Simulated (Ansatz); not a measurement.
**CH6AlBOSi: up Jacob's ladder to CCSD(T)**

An exercise on one series of results from a longer session: the logs are not shown, and one member is left open.

Program: Ansatz 0.2.0, Gaussian basis. Level of theory: functionals in def2-TZVPP, the program's frozen cores in correlated methods. These are calculated values, not measurements.

Plan: PBE-D4, r2SCAN-D4, PBE0-D4, B3LYP-D4, ωB97X-V, ωB97M-V, B2PLYP; CCSD(T)/def2-TZVPP; MP2/def2-QZVPP; extrapolation to the limit.

## Structure used throughout

All runs share one geometry, relaxed beforehand with PBE0-D4 in a triple-zeta def2 set.

11 atoms, charge 0, spin multiplicity 1.

Atoms are counted from 1 here; the program's logs count them from 0.

Bond lengths: B1–Si2 1.863 Å, B1–Al3 2.244 Å, B1–H6 1.198 Å, B1–H7 1.207 Å, Si2–Al3 2.687 Å, Si2–H8 1.488 Å, Si2–H9 1.486 Å, Al3–C4 1.945 Å, Al3–O5 1.952 Å, Al3–H10 1.576 Å, C4–O5 1.251 Å, C4–H11 1.104 Å. Angles: Si2–B1–Al3 81.2°, Si2–B1–H6 119.5°, Si2–B1–H7 120.2°, Al3–B1–H6 99.7°, Al3–B1–H7 85.6°, H6–B1–H7 120.2°, B1–Si2–Al3 55.6°, B1–Si2–H8 125.2°, B1–Si2–H9 124.5°, Al3–Si2–H8 100.4°, Al3–Si2–H9 109.9°, H8–Si2–H9 109.5°, B1–Al3–Si2 43.2°, B1–Al3–C4 128.4°, B1–Al3–O5 110.9°, B1–Al3–H10 115.4°, Si2–Al3–C4 97.3°, Si2–Al3–O5 105.8° and more.

Set-up of the first run:

Input file in.yaml:

```yaml
crystal:
  periodic: [false, false, false]
  atoms:
    - {symbol: B, position_ang: [-1.359028, 0.116300, 1.033245]}
    - {symbol: Si, position_ang: [0.238127, -0.644769, 1.616075]}
    - {symbol: Al, position_ang: [-0.020082, 0.808926, -0.628636]}
    - {symbol: C, position_ang: [1.166178, -0.251333, -1.747448]}
    - {symbol: O, position_ang: [-0.013379, -0.476155, -2.097722]}
    - {symbol: H, position_ang: [-1.701630, 1.177205, 1.471580]}
    - {symbol: H, position_ang: [-2.004697, -0.418082, 0.164015]}
    - {symbol: H, position_ang: [0.849697, -1.884447, 1.065651]}
    - {symbol: H, position_ang: [1.197989, 0.015756, 2.538762]}
    - {symbol: H, position_ang: [-0.250026, 2.292956, -1.107897]}
    - {symbol: H, position_ang: [1.962253, -0.793358, -2.287126]}
basis:
  gaussian: {orbitals: def2-TZVPP}
hamiltonian: {xc: pbe, dispersion: d4}
output: {forces: true, orbitals: {seedname: orbitals}}
```

Launch:

```console
> ansatz run in.yaml --threads 4 --pin off --events-out ev --progress --plain --max-ram 10444MiB
```

Steps of the session up to this table: PBE-D4 (GGA); r2SCAN-D4 (meta-GGA); PBE0-D4 (hybrid); B3LYP-D4 (hybrid); ωB97X-V (range-separated); ωB97M-V (range-separated); B2PLYP (double hybrid); CCSD(T) in def2-TZVPP; MP2 in def2-QZVPP.

One table of the session follows, with a row left open; its other results are not shown here.

It belongs to the step «Atomisation energies». 

```
            method  atomisation energy (eV)
            PBE-D4                   37.998
         r2SCAN-D4                   37.695
           PBE0-D4                   37.273
          B3LYP-D4                   37.230
           ωB97X-V                   37.470
           ωB97M-V                   37.447
            B2PLYP                   36.778
     HF/def2-TZVPP                   26.820
    MP2/def2-TZVPP                        ?
   CCSD/def2-TZVPP                   35.610
CCSD(T)/def2-TZVPP                   36.279
           MP2/CBS                   37.724
       CCSD(T)/CBS                   37.248
```

**Question.** Estimate the row for MP2/def2-TZVPP.

The run gave: atomisation energy (eV): 36.755. In the column «atomisation energy (eV)» it lies between CCSD(T)/def2-TZVPP (36.279) and B2PLYP (36.778).
